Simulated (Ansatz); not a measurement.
# CH3NOTe: the cost of one run

All numbers below are computed with Ansatz 0.2.0 (RKS B3LYP-D4/def2-SVP).

**1. The starting structure**

Bond lengths: N1–C2 1.250 Å, C2–O3 1.336 Å, C2–Te4 2.138 Å, N1–H5 1.010 Å, O3–H6 0.970 Å, Te4–H7 1.649 Å. Angles: N1–C2–O3 120.3°, N1–C2–Te4 133.2°, O3–C2–Te4 106.5°, C2–N1–H5 117.2°, C2–O3–H6 109.3°, C2–Te4–H7 91.7°.

Coordinates:

```xyz
7

N     0.5790   -0.9412   -0.5151
C     0.1370   -0.0755    0.2707
O     0.5229   -0.0662    1.5496
Te   -1.2212    1.5581    0.0334
H     0.2572   -0.9042   -1.4720
H     1.1442   -0.7953    1.7027
H    -1.4191    1.2244   -1.5693
```

**2. Relaxing end A**

Contents of input.yaml:

```yaml
crystal:
  periodic: [false, false, false]
  atoms:
    - { symbol: "N", position_ang: [0.57899, -0.94121, -0.51514] }
    - { symbol: C, position_ang: [0.137, -0.07551, 0.27069] }
    - { symbol: O, position_ang: [0.52289, -0.06624, 1.54963] }
    - { symbol: Te, position_ang: [-1.22124, 1.55814, 0.03338] }
    - { symbol: H, position_ang: [0.25716, -0.90424, -1.47197] }
    - { symbol: H, position_ang: [1.14425, -0.79528, 1.70272] }
    - { symbol: H, position_ang: [-1.41906, 1.22435, -1.5693] }
basis:
  gaussian: { orbitals: def2-SVP }
hamiltonian:
  xc: b3lyp
  dispersion: d4
relax:
  f_tol: 0.015
  max_steps: 40
output:
  orbitals: {}
```

Run with:

```bash
$ ansatz run input.yaml --threads 1 --pin off --max-ram 2048MiB --backend cpu --events-out ev --progress --plain --runs-dir out
```

Q: Estimate wall time and peak memory on 1 thread of Arm Neoverse V1, shared host.

About 29 s, with a peak of 0.18 GiB.
